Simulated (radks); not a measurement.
# Valence configurations of P⁺

The task here is to estimate one member of a computed series from the others.

The numbers are computed with radks (a radial shooting solver on a logarithmic mesh, Libxc functionals) version 1 (Dirac Kohn-Sham, PBE, spin-unpolarised, spherical densities, finite nucleus; open shells fill j = l - 1/2 first), except any that are marked as measured or tabulated.

### Starting point

| Item | Value |
| --- | --- |
| element | phosphorus (Z = 15) |
| charge | +1 |
| electrons | 14 |
| configuration | [Ne] 3s2 3p2 |
| nuclear rms radius | 3.1889 fm |
| others tried | 3s1.5 3p2.5; 3s1 3p3; 3p4; 3s0.5 3p3.5 |

The first run:

Settings of this run:

```text
Z 15
configuration [Ne] 3s2 3p2
relativity Dirac
functional pbe,pbe
spin unpolarised
j_filling energy
nucleus finite rms 3.1889 fm
c 137.035999084
```

Steps of the session up to this table: [Ne] 3s2 3p2.

One table of the session follows, with a row left open; its other results are not shown here.

It belongs to the step «[Ne] 3s2 3p2». Sizes of the orbitals, from the radial functions (bohr):

```
level     <r>  outermost maximum (interpolated)  90 % within  nodes
1s1/2  0.1036                            0.0676        0.185      0
2s1/2       ?                                 ?            ?      ?
2p1/2  0.4835                             0.353        0.809      0
2p3/2  0.4857                             0.355        0.812      0
3s1/2   1.821                              1.55         2.74      2
3p1/2   2.133                              1.75         3.30      1
3p3/2   2.140                              1.76         3.31      1
```

Estimate the missing values for 2s1/2.

As computed: <r>: 0.5194; outermost maximum (interpolated): 0.419; 90 % within: 0.816; nodes: 1. In the column «<r>» it lies between 2p3/2 (0.4857) and 3s1/2 (1.821).
